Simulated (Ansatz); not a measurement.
## CH₅BClFSi, SMILES B[SiH2]C(F)Cl: vertical spin-state energies, step by step

Program: Ansatz 0.2.0, Python API.

Run as a notebook:

In [1]:
```python
import ansatz
```

In [2]:
```python
GEOMETRY = """
B    -0.15240    0.59180    1.69750
Si   -0.55260    0.43040   -0.21280
C     0.61870   -0.79450   -0.95750
F     0.55690   -2.01450   -0.33930
Cl    0.35000   -0.95960   -2.70600
H    -0.85880    1.39200    2.32870
H     0.69520    0.02320    2.19960
H    -1.88590   -0.03040   -0.41500
H    -0.38010    1.75070   -0.83590
H     1.69210   -0.44030   -0.75650
"""

geometry = ansatz.Crystal.molecule()
for line in GEOMETRY.strip().splitlines():
    symbol, *xyz = line.split()
    geometry = geometry.atom(symbol, [float(v) for v in xyz])

calculation = geometry.calculation().basis(gaussian="cc-pVDZ").functional("PBE0", dispersion="d3bj")
found = {}
for unpaired in [0, 2]:
    r = calculation.spin("collinear", total=unpaired).run(threads=1, backend="cpu").report
    s = unpaired / 2
    found[unpaired] = r["free_energy_ev"]
    print(f"2S+1 = {unpaired + 1}: E = {found[unpaired]:.5f} eV, <S^2> = {abs(r['mean_field']['state']['spin_squared']):.3f} (pure state {s * (s + 1):.2f})")
lowest = min(found, key=found.get)
for unpaired, e in found.items():
    print(f"multiplicity {unpaired + 1}: {96.485332 * (e - found[lowest]):.1f} kJ/mol above the lowest")
```
```text
2S+1 = 1: E = -24898.11694 eV, <S^2> = 0.000 (pure state 0.00)
2S+1 = 3: E = -24894.97119 eV, <S^2> = 2.006 (pure state 2.00)
multiplicity 1: 0.0 kJ/mol above the lowest
multiplicity 3: 303.5 kJ/mol above the lowest
```

In order: multiplicity 1 (+0.00 eV) and multiplicity 3 (+3.15 eV), all at the one geometry.

What to keep in mind:
- Total energies depend on the basis set; only differences at equal settings carry meaning.
- The geometry is a force-field or estimated start, not a minimum of this method, and the basis set is short of its limit. All parts are taken at fixed geometry, without zero-point energy.
- Wall time of the script: 19 s on 1 thread of Arm Neoverse V1 (shared host), peak memory 0.35 GiB.
